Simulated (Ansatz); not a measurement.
**SiH₂ClF + HBr: a complex and its separated parts**

Aim: how far the complex at one end of a reaction step lies below its separated, relaxed parts, level by level.

Method: PBE0-D4/def2-TZVP structures, single points in def2-TZVPP, no counterpoise correction; program: Ansatz 0.2.0, Gaussian basis.

Levels: SPW92, PBE-D4, BLYP-D4, r2SCAN-D4, B97M-V, PBE0-D4, B3LYP-D4, r2SCAN0-D4, BHLYP-D4, CAM-B3LYP-D4, wB97X-V, wB97M-V, B2PLYP, PBE-QIDH, RPA on PBE, Hartree-Fock, MP2, CCSD, CCSD(T).

Correlated methods freeze the cores. Filled d shells of the heavier atoms are correlated. B3LYP uses VWN-RPA correlation. B2PLYP carries no dispersion term here.

### Step 1. The starting structure

The complex: 7 atoms, charge 0, spin multiplicity 1.

Atoms are counted from 1 here; the program's logs count them from 0.

Bond lengths: Si1–F2 1.597 Å, Si1–H3 1.474 Å, Si1–H4 1.474 Å, Si1–Cl5 2.036 Å, H6–Br7 1.423 Å. Angles: F2–Si1–H3 108.3°, F2–Si1–H4 108.3°, F2–Si1–Cl5 108.0°, H3–Si1–H4 114.4°, H3–Si1–Cl5 108.9°, H4–Si1–Cl5 108.9°.

Geometry (Å):

```xyz
7
charge 0, multiplicity 1
Si   -0.2301    0.5372    0.7305
F     0.0229   -1.0392    0.6922
H    -1.3802    0.8416   -0.1389
H     1.0203    1.2150    0.3451
Cl   -0.6962    1.0519    2.6445
H     0.5855   -1.7367   -1.5746
Br    0.6777   -0.8697   -2.6989
```

Its parts: SiH₂ClF holds atoms 1, 2, 3, 4, 5; HBr holds atoms 6, 7. Each part counts its atoms afresh in its own runs.

### Step 2. Relaxing SiH₂ClF alone

The input, relax-a/in.yaml:

```yaml
crystal:
  periodic: [false, false, false]
  atoms:
    - {symbol: Si, position_ang: [-0.230098, 0.537186, 0.730464]}
    - {symbol: F, position_ang: [0.022869, -1.039160, 0.692213]}
    - {symbol: H, position_ang: [-1.380235, 0.841621, -0.138949]}
    - {symbol: H, position_ang: [1.020339, 1.215032, 0.345132]}
    - {symbol: Cl, position_ang: [-0.696192, 1.051888, 2.644527]}
basis:
  gaussian: {orbitals: def2-TZVP}
hamiltonian: {xc: pbe0, dispersion: d4}
relax: {f_tol: 0.005, max_steps: 200}
```

No record of the launch command was kept for these runs.

After this run come: Relaxing HBr alone; wB97M-V/def2-TZVPP; CCSD(T)/def2-TZVPP; Vibrations of SiH₂ClF; Vibrations of HBr.

Before running it: what results should come out? Wanted: complex less parts, CCSD(T)/def2-TZVPP; with zero-point energy; largest T1 diagnostic.

**Answer**, as computed:

```
                              quantity        value
complex less parts, CCSD(T)/def2-TZVPP  -9.0 kJ/mol
                with zero-point energy  -6.4 kJ/mol
                 largest T1 diagnostic        0.010
```

At CCSD(T) the complex lies 9.0 kJ/mol below its parts. B97M-V is the best functional here (-1.0 kJ/mol from CCSD(T)); SPW92 is the worst (-7.2 kJ/mol). Mean unsigned error by rung: LDA 7.2, GGA 2.3, meta-GGA 1.2, hybrid 2.1, range-separated hybrid 1.7, double hybrid 2.1 kJ/mol. PBE-D4 gives a relative energy 2.7 kJ/mol too low, an error of 30 % of the reference. No counterpoise was applied, and triple zeta lacks some correlation, so the CCSD(T) reference has a basis error of its own, and close matches with it are partly luck.
